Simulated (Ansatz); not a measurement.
**C₂H₅BF₂: basis-set convergence**

How large a basis does C₂H₅BF₂ need? Two functionals are run in growing sets.

Method: one geometry, several basis sets; program: Ansatz 0.2.0, Gaussian basis.

Plan: PBE0-D4/def2-SVP; ωB97M-V/def2-SVP; PBE0-D4/def2-QZVPP; ωB97M-V/def2-QZVPP; the functionals' def2-TZVPP values are taken from earlier runs.

## (1) The relaxed structure

The geometry comes from an earlier relaxation with PBE0-D4 in a triple-zeta def2 set; it is a stationary point, not always the lowest conformer.

10 atoms, charge 0, spin multiplicity 1.

Atoms are counted from 1 here; the program's logs count them from 0.

Bond lengths: C1–C2 1.523 Å, C1–H6 1.092 Å, C1–H7 1.092 Å, C1–H8 1.092 Å, C2–B3 1.558 Å, C2–H9 1.098 Å, C2–H10 1.098 Å, B3–F4 1.323 Å, B3–F5 1.324 Å. Angles: C2–C1–H6 111.4°, C2–C1–H7 111.3°, C2–C1–H8 111.3°, H6–C1–H7 107.7°, H6–C1–H8 107.7°, H7–C1–H8 107.1°, C1–C2–B3 115.9°, C1–C2–H9 111.0°, C1–C2–H10 110.9°, B3–C2–H9 107.3°, B3–C2–H10 107.1°, H9–C2–H10 103.9°, C2–B3–F4 122.8°, C2–B3–F5 121.4°, F4–B3–F5 115.9°.

## (2) PBE0-D4 in def2-SVP

File in.yaml:

```yaml
crystal:
  periodic: [false, false, false]
  atoms:
    - {symbol: C, position_ang: [-1.143038, -0.282296, -0.295580]}
    - {symbol: C, position_ang: [0.379071, -0.286283, -0.348246]}
    - {symbol: B, position_ang: [1.097853, 0.612090, 0.702924]}
    - {symbol: F, position_ang: [0.441836, 1.326622, 1.602406]}
    - {symbol: F, position_ang: [2.418090, 0.701283, 0.745748]}
    - {symbol: H, position_ang: [-1.570520, -0.936461, -1.057947]}
    - {symbol: H, position_ang: [-1.507981, -0.621857, 0.676005]}
    - {symbol: H, position_ang: [-1.543754, 0.720754, -0.456264]}
    - {symbol: H, position_ang: [0.738917, 0.018956, -1.339144]}
    - {symbol: H, position_ang: [0.772626, -1.303908, -0.227004]}
basis:
  gaussian: {orbitals: def2-SVP}
hamiltonian: {xc: pbe0, dispersion: d4}
output: {orbitals: {seedname: orbitals}}
```

Launch:

```sh
$ ansatz run in.yaml --threads 4 --pin off --events-out ev --progress --plain --max-ram 10444MiB
```

Further steps of the session: ωB97M-V in def2-SVP; PBE0-D4 in def2-QZVPP; ωB97M-V in def2-QZVPP.

Before running them: what should the planned runs give, taken together? Wanted: PBE0-D4: double and triple zeta above quadruple; ωB97M-V: double and triple zeta above quadruple.

**Answer**, as computed:

```
                                       quantity           value
PBE0-D4: double and triple zeta above quadruple  10.15, 0.44 eV
ωB97M-V: double and triple zeta above quadruple  10.41, 0.42 eV
```

For PBE0-D4 the step from double to triple zeta gains 9.70 eV and the next only 0.44 eV. Total energies overstate the basis error of differences, where much of it tends to cancel. The LUMO of ωB97M-V is positive and keeps falling with the basis (2.74 to 1.58 eV): an unbound level that the basis holds in place.
